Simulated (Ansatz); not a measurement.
Which YAML input does this script hand to the engine? (the Ansatz DFT code, driven from Python)

`partial.py`:
```python
"""Where the band-edge states of CO2 lie."""

import itertools

import ansatz as az
import numpy as np

lattice = az.Lattice.of(
    (3.5161, 0.0, 0.0),
    (0.0, 3.5161, 0.0),
    (0.0, 0.0, 4.1043),
)
sites = [
    ("C", (0.0, 0.0, 0.0)),
    ("C", (0.5, 0.5, 0.5)),
    ("O", (0.23, 0.23, 0.0)),
    ("O", (0.27, 0.73, 0.5)),
    ("O", (0.77, 0.77, 0.0)),
    ("O", (0.73, 0.27, 0.5)),
]
xtal = az.Crystal(lattice=lattice)
for symbol, position in sites:
    xtal = xtal.atom(symbol, position)

job = xtal.calculation()
job = job.functional("r2scan")
job = job.basis(47 * az.Ry, density_ratio=4)
job = job.kpoints(6, 6, 5, center="monkhorst-pack")
job = job.mixing("anderson", preconditioner="resta")
job = job.scf(lower_state_search="off", self_checks="low").occupations("fixed")
job = job.band_densities([("v1", "v1"), ("c1", "c1")])
def show(event):
    row = event["data"]
    if event["event"] == "scf_iter" and row.get("harris_foulkes_ev") is not None:
        print(f"  iteration {row['iter']:3d}  Harris-Foulkes {row['harris_foulkes_ev']:.5f} eV  residual {row['dr2_ev']:.2e}")


out = job.session().plan().execute(on_event=show)
rep = out.report
# share of each window within a sphere about each atom, summed on the grid
cell = np.asarray(out.lattice.cell_ang)
for names, window in zip([("v1", "v1"), ("c1", "c1")], out.band_densities().windows):
    density = window.outcome.density
    rho = density.channels[0].density_e_per_ang3
    axes = density.fft_grid_basis @ cell
    points = np.stack(np.meshgrid(*(np.arange(n) / n for n in rho.shape), indexing="ij"), axis=-1)
    print("bands", names, "electrons", np.round(window.outcome.n_electrons, 3), "peak", round(float(rho.max()), 3), "e/A^3")
    for index, site in enumerate(out.lattice.sites):
        offset = points - np.asarray(site.position_ang) @ np.linalg.inv(axes)
        offset -= np.round(offset)
        distance = np.min([np.linalg.norm((offset + image) @ axes, axis=-1) for image in itertools.product((-1, 0, 1), repeat=3)], axis=0)
        print(f"   {index} {site.symbol:2s} {100 * rho[distance < 1.2].sum() / rho.sum():5.1f} % within 1.2 A")
```

```console
$ python partial.py
  iteration   1  Harris-Foulkes -2773.85279 eV  residual 5.28e-02
  iteration   2  Harris-Foulkes -2773.89346 eV  residual 9.64e-03
  iteration   3  Harris-Foulkes -2773.88966 eV  residual 2.02e-03
  iteration   4  Harris-Foulkes -2773.88883 eV  residual 1.39e-04
  iteration   5  Harris-Foulkes -2773.88885 eV  residual 1.79e-05
  iteration   6  Harris-Foulkes -2773.88885 eV  residual 1.44e-06
  iteration   7  Harris-Foulkes -2773.88885 eV  residual 3.56e-07
  iteration   8  Harris-Foulkes -2773.88885 eV  residual 9.72e-09
bands ('v1', 'v1') electrons [2.] peak 0.78 e/A^3
   0 C   22.2 % within 1.2 A
   1 C   22.2 % within 1.2 A
   2 O   24.1 % within 1.2 A
   3 O   24.1 % within 1.2 A
   4 O   24.1 % within 1.2 A
   5 O   24.1 % within 1.2 A
bands ('c1', 'c1') electrons [2.] peak 0.684 e/A^3
   0 C   29.5 % within 1.2 A
   1 C   29.5 % within 1.2 A
   2 O   18.7 % within 1.2 A
   3 O   18.7 % within 1.2 A
   4 O   18.7 % within 1.2 A
   5 O   18.7 % within 1.2 A
```

`input.yaml`:
```yaml
crystal:
  lattice:
    - [3.5161, 0.0, 0.0]
    - [0.0, 3.5161, 0.0]
    - [0.0, 0.0, 4.1043]
  atoms:
    - { symbol: C, position: [0.0, 0.0, 0.0] }
    - { symbol: C, position: [0.5, 0.5, 0.5] }
    - { symbol: O, position: [0.23, 0.23, 0.0] }
    - { symbol: O, position: [0.27, 0.73, 0.5] }
    - { symbol: O, position: [0.77, 0.77, 0.0] }
    - { symbol: O, position: [0.73, 0.27, 0.5] }
basis:
  ecutwfc: 639.467576780718
  ecutrho_ratio: 4
kpoints:
  mp_grid:
    grid: [6, 6, 5]
    shift: [0.5, 0.5, 0.0]
hamiltonian:
  xc: r2scan
scf:
  self_checks: low
  lower_state_search: "off"
  mixing:
    algorithm: anderson
    preconditioner: resta
  occupations:
    method: fixed
output:
  band_densities:
    - { bands: [v1, v1] }
    - { bands: [c1, c1] }
```

What to keep in mind:
- The settings weren't tested for convergence.
- The starting cell is as deposited in a crystallographic database; the results hold for this polymorph, which needn't be the stable one.
- The windows are summed over all k-points with every state counted as full, the empty ones too; where a window cuts a degenerate level its bands share the weight. Values near the nuclei depend on the potentials. Spheres that overlap count density twice, so shares are no populations.
- Run time: 6.3 s on 1 thread of Arm Neoverse V1 (shared host), peak memory 0.47 GiB.

(Lines on the test bed's own set-up are left out of the output.)
